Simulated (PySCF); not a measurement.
# CH₇GeNSi₂: geometry, electronic excitations

What electronic excitations should CH₇GeNSi₂ (`N#C[Si@H]([SiH3])[GeH3]`) show?

The runs use PySCF 2.14.0, with density-fitted response routines of our own; the level of theory stands in each step. All values are computed, except where a source is named. Atoms count from 0, in the outputs and in this text.

## (1) The starting structure

12 atoms, charge 0, multiplicity 1; geometry from: GFN2-xTB. The atoms were then displaced at random by about 0.01 Å, so the start is not that level's minimum.

Bonds of the start (Å): N0–C1 1.13, C1–Si2 1.86, Si2–Si3 2.37, Si2–Ge4 2.34, Si2–H5 1.48, Si3–H6 1.47, Si3–H7 1.45, Si3–H8 1.44, Ge4–H9 1.51, Ge4–H10 1.48, Ge4–H11 1.50.

## (2) Optimising the geometry at PBE0-D3(BJ)/def2-SVP

Job settings and geometry (Å):

```
{"job": {"xc": "PBE0", "basis": "def2-SVP", "d3": "d3bj", "grid": 1, "shake": 0.01, "kind": "geom"}, "charge": 0, "multiplicity": 1}
N      0.180900     3.151140    -0.683100
C      0.107430     2.141070    -0.190080
Si     0.031000     0.439160     0.568090
Si     2.016770    -0.718330    -0.006210
Ge    -1.968370    -0.502280    -0.198390
H     -0.094270     0.770040     2.004290
H      1.950580    -2.060390     0.595690
H      3.202460    -0.039990     0.475610
H      2.089190    -0.875650    -1.434590
H     -2.211250    -1.871550     0.380000
H     -2.044510    -0.709070    -1.661430
H     -3.220240     0.247570     0.141090
```

Run with:

```console
OMP_NUM_THREADS=1 python probes_run.py task.json out
```

This one command runs all jobs of the session in turn.

Log:

```text
step   0  E = -2751.90051303  max force = 0.084887
step   1  E = -2751.91104699  max force = 0.010891
step   2  E = -2751.91157605  max force = 0.002650
step   3  E = -2751.91162034  max force = 0.000907
step   4  E = -2751.91163633  max force = 0.000661
step   5  E = -2751.91164018  max force = 0.000495
step   6  E = -2751.91164033  max force = 0.000419
optimisation converged
```

Run time: 52 s. Hardware: 1 thread of Arm Neoverse V2, shared host; peak memory 0.53 GiB.

Relaxation path:

```tsv
step	energy from step 0 (eV)	largest force component (eV/Å)
0	0.0000	4.3651
1	-0.2866	0.5600
2	-0.3010	0.1363
3	-0.3022	0.0466
4	-0.3027	0.0340
5	-0.3028	0.0255
6	-0.3028	0.0215
```

Distances of close pairs at the start and the end, largest changes first:

```tsv
bond	before (Å)	after (Å)	change (Å)
Ge4–H10	1.480	1.537	+0.058
Si3–H8	1.439	1.493	+0.054
Si2–Ge4	2.339	2.386	+0.047
Si3–H7	1.449	1.492	+0.044
Ge4–H11	1.498	1.537	+0.038
N0–C1	1.126	1.161	+0.034
Ge4–H9	1.506	1.539	+0.033
Si2–Si3	2.369	2.345	-0.024
```

The final coordinates are the input of the step that follows.

```tsv
at the end point	value
point group (found at 0.08 Å tolerance)	C1
rotational constants (GHz, main isotopes)	2.001, 1.151, 0.793
dipole moment (D)	3.60
```

## (3) Ultraviolet spectrum: PBE0/aug-cc-pVDZ

Job settings and geometry (Å):

```
{"job": {"kind": "uv", "xc": "PBE0", "basis": "aug-cc-pVDZ"}, "charge": 0, "multiplicity": 1}
N      0.023145     2.956766    -0.688422
C     -0.096417     1.943700    -0.134382
Si    -0.280722     0.284487     0.687281
Si     1.610543    -0.973899     0.103676
Ge    -2.309230    -0.670750    -0.128341
H     -0.348041     0.545341     2.156010
H      1.498222    -2.320631     0.741694
H      2.854256    -0.294525     0.571713
H      1.637342    -1.126409    -1.381381
H     -2.493637    -2.059684     0.509247
H     -2.207444    -0.821038    -1.654982
H     -3.503989     0.225806     0.232510
```

With the program's defaults for keys left out, this is: TDDFT PBE0/aug-cc-pVDZ, vertical, gas phase, core orbitals frozen in the response.

Log:

```text
coarse grid: 47848 points
cycle   1  E = -2752.3618784470  dE = -4.834e-01  |g| = 3.545e-01  |ddm| = 7.377e+00
cycle   2  E = -2752.2482009813  dE =  1.137e-01  |g| = 7.756e-01  |ddm| = 1.685e+00
cycle   3  E = -2752.3949099824  dE = -1.467e-01  |g| = 8.883e-02  |ddm| = 1.042e+00
cycle   4  E = -2752.3966846438  dE = -1.775e-03  |g| = 2.654e-02  |ddm| = 2.423e-01
cycle   5  E = -2752.3968883108  dE = -2.037e-04  |g| = 4.256e-03  |ddm| = 6.380e-02
cycle   6  E = -2752.3968944096  dE = -6.099e-06  |g| = 6.807e-04  |ddm| = 1.265e-02
final grid: 96696 points
cycle   7  E = -2752.3968899451  dE = -5.508e-08  |g| = 6.631e-04  |ddm| = 7.961e-03
cycle   8  E = -2752.3968898137  dE =  1.313e-07  |g| = 1.026e-03  |ddm| = 3.337e-03
cycle   9  E = -2752.3968900615  dE = -2.477e-07  |g| = 3.405e-04  |ddm| = 1.714e-03
cycle  10  E = -2752.3968900894  dE = -2.789e-08  |g| = 2.283e-05  |ddm| = 5.251e-04
cycle  11  E = -2752.3968900895  dE = -1.692e-10  |g| = 2.775e-06  |ddm| = 6.084e-05
converged SCF energy = -2752.3968900895

Static polarisability (au): isotropic 111.070, principal 91.805 117.009 124.396

Singlet excitations
state   eV       nm        f      main configurations
  1   6.1971    200.1   0.02648   H->L+1 0.46, H->L+2 0.26, H->L 0.19
  2   6.4683    191.7   0.13152   H->L 0.58, H->L+1 0.22
  3   6.6062    187.7   0.09076   H->L+2 0.58, H-1->L+1 0.15, H->L+1 0.14
  4   6.8136    182.0   0.09559   H-1->L 0.35, H->L+3 0.19, H-1->L+1 0.12
  5   6.9163    179.3   0.00009   H->L+4 0.83
  6   6.9984    177.2   0.19932   H->L+3 0.73
  7   7.1065    174.5   0.06078   H->L+5 0.43, H-1->L+1 0.24, H-1->L 0.13
  8   7.2359    171.3   0.00951   H-1->L+2 0.46, H->L+5 0.21, H-1->L 0.21
  9   7.4300    166.9   0.10181   H-1->L+2 0.29, H->L+5 0.24, H-1->L+1 0.14
 10   7.4785    165.8   0.00134   H-2->L 0.14, H-2->L+1 0.10

Triplet excitations (Tamm-Dancoff, eV): 5.3995 5.6427 5.7950 5.8979
```

Wall time 36 s (1 thread of Arm Neoverse V2, shared host); peak memory 0.86 GiB.

The orbitals next to the gap, with their largest atomic shares:

```tsv
orbital	eV	atoms
HOMO−3	-10.01	N0 30 %, C1 15 %, Ge4 12 %
HOMO−2	-9.93	Ge4 25 %, N0 22 %, H9 16 %
HOMO−1	-9.07	Si2 25 %, N0 17 %, Si3 12 %
HOMO	-8.32	Si2 29 %, Ge4 21 %, Si3 18 %
LUMO	-0.92	Si2 23 %, Ge4 15 %, C1 14 %
LUMO+1	-0.77	Si2 23 %, C1 22 %, N0 18 %
LUMO+2	-0.62	Si2 29 %, Si3 16 %, Ge4 14 %
```

With each of the 10 states as a Gaussian band of 0.4 eV half-width at 1/e, the curve within the window shown has maxima at 180 nm (ε 18,000) L/(mol cm). Beyond the last state computed it falls off for lack of states. The curve at chosen wavelengths:

nm, ε (L/mol/cm) and a bar:
```
      159       2360 ####
      161       3707 ######
      164       6266 ##########
      166       8224 ##############
      169      11323 ###################
      171      13330 ######################
      174      15884 ###########################
      176      17077 #############################
      179      17920 ##############################
      181      17874 ##############################
      184      17067 #############################
      186      16149 ###########################
      189      14347 ########################
      191      12927 ######################
      194      10597 ##################
      196       9003 ###############
      199       6723 ###########
      201       5362 #########
      204       3648 ######
      206       2741 ####
      209       1714 ###
      211       1222 ##
      214        709 #
      216        482 #
      219        262 
      221        171
```

Ground-state properties from the same run:

```tsv
property	computed
dipole moment (D)	3.88
polarisability (Å³)	16.46
HOMO–LUMO gap (eV)	7.40
−ε(HOMO) (eV)	8.32
```

## (4) TDDFT and polarisability: PBE0/def2-TZVPD

Settings changed since step 3:

```diff
@@ -1,2 +1,2 @@
-{"job": {"kind": "uv", "xc": "PBE0", "basis": "aug-cc-pVDZ"}, "charge": 0, "multiplicity": 1}
+{"job": {"kind": "uv", "xc": "PBE0", "basis": "def2-TZVPD"}, "charge": 0, "multiplicity": 1}
 N      0.023145     2.956766    -0.688422
```

Method: TDDFT PBE0/def2-TZVPD, vertical, gas phase, core orbitals frozen in the response.

Log:

```text
coarse grid: 47848 points
cycle   1  E = -2752.4158874705  dE = -5.315e-01  |g| = 7.028e-01  |ddm| = 2.874e+00
cycle   2  E = -2752.2874107516  dE =  1.285e-01  |g| = 1.059e+00  |ddm| = 1.251e+00
cycle   3  E = -2752.4497184789  dE = -1.623e-01  |g| = 3.403e-01  |ddm| = 8.093e-01
cycle   4  E = -2752.4729137610  dE = -2.320e-02  |g| = 3.269e-02  |ddm| = 1.860e-01
cycle   5  E = -2752.4730974459  dE = -1.837e-04  |g| = 6.952e-03  |ddm| = 3.234e-02
cycle   6  E = -2752.4731079988  dE = -1.055e-05  |g| = 1.247e-03  |ddm| = 7.822e-03
cycle   7  E = -2752.4731085290  dE = -5.302e-07  |g| = 2.614e-04  |ddm| = 1.588e-03
final grid: 96696 points
cycle   8  E = -2752.4731007800  dE = -2.849e-08  |g| = 3.342e-04  |ddm| = 5.592e-03
cycle   9  E = -2752.4731007080  dE =  7.197e-08  |g| = 6.732e-04  |ddm| = 6.895e-04
cycle  10  E = -2752.4731008058  dE = -9.785e-08  |g| = 1.214e-04  |ddm| = 3.995e-04
cycle  11  E = -2752.4731008098  dE = -3.931e-09  |g| = 1.157e-05  |ddm| = 9.591e-05
cycle  12  E = -2752.4731008098  dE = -7.731e-12  |g| = 3.638e-06  |ddm| = 1.184e-05
converged SCF energy = -2752.4731008098

Static polarisability (au): isotropic 110.628, principal 91.362 116.379 124.145

Singlet excitations
state   eV       nm        f      main configurations
  1   6.0896    203.6   0.01582   H->L+1 0.65, H->L 0.15, H->L+2 0.13
  2   6.3901    194.0   0.13423   H->L 0.62, H->L+1 0.18
  3   6.5266    190.0   0.08475   H->L+2 0.65, H-1->L+1 0.16
  4   6.7871    182.7   0.14761   H-1->L 0.39, H-1->L+1 0.11, H->L 0.09
  5   6.8136    182.0   0.00228   H->L+4 0.69, H->L+3 0.19
  6   7.0313    176.3   0.12450   H->L+3 0.66, H->L+4 0.15
  7   7.0590    175.6   0.06730   H->L+5 0.33, H-1->L+1 0.20, H-1->L 0.18
  8   7.1585    173.2   0.00239   H-1->L+2 0.58, H->L+5 0.21, H-1->L 0.13
  9   7.3422    168.9   0.09402   H->L+5 0.33, H-1->L+1 0.22, H-1->L+2 0.13
 10   7.4159    167.2   0.00422   H-2->L 0.18, H-4->L+1 0.12, H-2->L+1 0.12

Triplet excitations (Tamm-Dancoff, eV): 5.3316 5.5282 5.6391 5.8231
```

Wall time 59 s (1 thread of Arm Neoverse V2, shared host); peak memory 1.1 GiB.

This run: HOMO -8.32 eV, LUMO -0.96 eV; lowest singlet 6.09 eV.

## (5) Comparing the runs: electronic excitations

Excitations and ground-state properties, with basis size and wall time:

```tsv
run	lowest singlet (eV)	brightest (eV)	f	gap (eV)	α (Å³)	μ (D)	functions	time
PBE0/aug-cc-pVDZ	6.20	7.00	0.199	7.40	16.46	3.88	199	36 s
PBE0/def2-TZVPD	6.09	6.79	0.148	7.36	16.39	3.84	277	59 s
```

## (6) Outcome

```
                                quantity                        value
                             point group                           C1
    rotational constants (main isotopes)         2.00, 1.15, 0.79 GHz
       lowest singlet (PBE0/aug-cc-pVDZ)  6.20 eV (200 nm), f = 0.026
brightest single state of those computed  state 6, 7.00 eV, f = 0.199
                          lowest triplet                      5.40 eV
             range of the lowest singlet              6.09 to 6.20 eV
```

**Reading.** Over 6 steps the energy fell by 0.303 eV; of the close pairs, Ge4–H10 changed most, 1.480 to 1.537 Å. No frequency check was run at this level, so the end point may be a saddle. The first singlet state (HOMO→LUMO+1 0.46, HOMO→LUMO+2 0.26) lies at 6.20 eV and is weak; of the 10 states computed, the strongest absorption comes from state 6 at 7.00 eV. The lowest triplet lies 0.80 eV below the lowest singlet (triplets in Tamm-Dancoff, singlets in full TDDFT). The lowest singlet runs from 6.09 eV (PBE0/def2-TZVPD) to 6.20 eV (PBE0/aug-cc-pVDZ), while the orbital gap spans 7.36 to 7.40 eV. The lowest state need not be the same one in every run.
